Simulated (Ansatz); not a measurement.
# SrTiO3: the cost of one run

Computed with Ansatz 0.2.0 (DFT PBEsol, all-electron LAPW, scalar-relativistic unless said, unless a step's input says otherwise).

## (1) Starting point

Symmetry: Pm-3m, No. 221, cubic system. Conventional cell: a = 3.891 Å, b = 3.891 Å, c = 3.891 Å, α = 90.00°, β = 90.00°, γ = 90.00°. Sr (site symmetry m-3m) has 12 O at 2.75 Å as nearest neighbours. Ti (site symmetry m-3m) has 6 O at 1.95 Å as nearest neighbours. O (site symmetry 4/mmm) is surrounded by 2 Ti at 1.95 Å and 4 Sr at 2.75 Å.

Coordinates:

```cif
data_structure
_symmetry_space_group_name_H-M 'P 1'
_symmetry_Int_Tables_number 1
_cell_length_a 3.8911
_cell_length_b 3.8911
_cell_length_c 3.8911
_cell_angle_alpha 90.000
_cell_angle_beta 90.000
_cell_angle_gamma 90.000
_cell_volume 58.91
loop_
_atom_site_label
_atom_site_type_symbol
_atom_site_fract_x
_atom_site_fract_y
_atom_site_fract_z
_atom_site_occupancy
Sr1 Sr 0.50000 0.50000 0.50000 1
Ti1 Ti 0.00000 0.00000 0.00000 1
O1 O 0.50000 0.00000 0.00000 1
O2 O 0.00000 0.50000 0.00000 1
O3 O 0.00000 0.00000 0.50000 1
```

Cartesian axes are those of the input's lattice vectors. The structure goes back to a database entry.

## (2) Reference run, fine mesh, LAPW

Input file input.yaml:

```yaml
crystal:
  lattice:
    - [3.89112046218, 0.0, 0.0]
    - [0.0, 3.89112046218, 0.0]
    - [0.0, 0.0, 3.89112046218]
  atoms:
    - { symbol: Sr, position: [0.5, 0.5, 0.5] }
    - { symbol: Ti, position: [0.0, 0.0, 0.0] }
    - { symbol: O, position: [0.5, 0.0, 0.0] }
    - { symbol: O, position: [0.0, 0.5, 0.0] }
    - { symbol: O, position: [0.0, 0.0, 0.5] }
kpoints:
  mp_grid: { grid: [6, 6, 6] }
scf:
  occupations: { method: fixed }
hamiltonian:
  xc: pbesol
  pseudopotentials: { kind: all_electron, lapw: { basis_error: 0.001 } }
output:
  forces: true
  stress: true
  eigenvalues: true
  eigenstates:
    nscf_kmesh: { grid: [10, 10, 10] }
    de_dk: true
    e_range: [-9, 11.85191078422]
checkpoint:
  write: ck
  write_wavefunctions: false
```

Run with:

```console
$ ansatz run input.yaml --threads 1 --pin off --max-ram 3072MiB --backend cpu --events-out ev --progress --plain --runs-dir out
```

What time and memory should one allow on 1 thread of Intel Xeon Platinum 8488C (Sapphire Rapids), shared host?

About 54 s, with a peak of 0.47 GiB.
